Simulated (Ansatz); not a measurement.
The system is Ba2Tl5V3O12.

```
Ba V Tl O
1.0
     9.93665    0.00000    0.00000
     0.00000    9.93665    0.00000
     0.00000    0.00000    6.65552
Ba V Tl O
2 3 5 12
Cartesian
  0.0000 4.9683 0.0000
  4.9683 0.0000 0.0000
  4.9683 4.9683 0.0000
  4.9683 0.0000 3.3278
  0.0000 4.9683 3.3278
  0.0000 0.0000 3.3278
  6.6895 3.2472 3.0625
  3.2472 6.6895 3.0625
  6.6895 6.6895 3.5930
  3.2472 3.2472 3.5930
  3.9596 5.9771 0.9752
  5.9771 3.9596 0.9752
  5.9771 5.9771 5.6804
  3.9596 3.9596 5.6804
  5.9579 0.9015 2.2349
  3.9787 0.9015 4.4207
  5.9579 9.0352 4.4207
  3.9787 9.0352 2.2349
  0.9015 5.9579 2.2349
  0.9015 3.9787 4.4207
  9.0352 5.9579 4.4207
  9.0352 3.9787 2.2349
```

The cell was built by a generator and needn't be a form met in nature.

| Property | Result |
| --- | --- |
| Program | Ansatz 0.2.0 |
| Task | relaxation of cell and atoms |
| Functional | r2SCAN |
| Dispersion | D4 |
| Potentials or basis | Ansatz PAW |
| Cutoff | 500 eV (not typed: the program's choice for these potentials) |
| k mesh | 2 × 2 × 3 |
| Occupations | fermi-dirac, width 0.05 eV |
| Spin | collinear spin, ferromagnetic start |
| Starting moments | [0.0, 0.0, 2.0, 2.0, 2.0, 0.0, 0.0, 0.0, 0.0, 0.0, 0.0, 0.0, 0.0, 0.0, 0.0, 0.0, 0.0, 0.0, 0.0, 0.0, 0.0, 0.0] μB |

At the start: volume 29.87 Å³/atom.

Task: How do energy, volume and symmetry change on relaxing?

Result: It ends after 7 steps and the volume is 27.35 Å³/atom (-8.4 %); space group P-42m (No. 111, to 0.05 Å); moment 0.00 μB per cell.

Step by step:
| step | energy change (eV) | largest force (eV/Å) | volume (Å³) |
| --- | --- | --- | --- |
| 1 | 0.0000 | 0.4296 | 657.15 |
| 2 | -0.1859 | 0.2812 | 611.79 |
| 3 | -0.2427 | 0.0819 | 605.72 |
| 4 | -0.2497 | 0.0622 | 604.40 |
| 5 | -0.2532 | 0.0205 | 602.00 |
| 6 | -0.2535 | 0.0009 | 601.65 |
| 7 | -0.2407 | 0.0020 | 601.65 |

Final structure:
```
CELL_PARAMETERS angstrom
9.52560 0.00000 0.00000
0.00000 9.52560 0.00000
0.00000 0.00000 6.63065
ATOMIC_POSITIONS crystal
Ba 0.00000 0.50000 0.00000
Ba 0.50000 0.00000 0.00000
V 0.50000 0.50000 0.00000
V 0.50000 0.00000 0.50000
V 0.00000 0.50000 0.50000
Tl 0.00000 0.00000 0.50000
Tl 0.67047 0.32953 0.46884
Tl 0.32953 0.67047 0.46884
Tl 0.67047 0.67047 0.53116
Tl 0.32953 0.32953 0.53116
O 0.39491 0.60509 0.14670
O 0.60509 0.39491 0.14670
O 0.60509 0.60509 0.85330
O 0.39491 0.39491 0.85330
O 0.60434 0.09262 0.33699
O 0.39566 0.09262 0.66301
O 0.60434 0.90738 0.66301
O 0.39566 0.90738 0.33699
O 0.09262 0.60434 0.33699
O 0.09262 0.39566 0.66301
O 0.90738 0.60434 0.66301
O 0.90738 0.39566 0.33699
```

Caveat: the magnetic or orbital state may not be the lowest; the plane-wave basis is chosen anew once the cell has moved, so the energies of steps on either side of that aren't comparable; the PAW data sets come from PBE, with cores solved anew for the run's functional, which leaves a small shift of forces and pressure; the starting moments weren't kept.
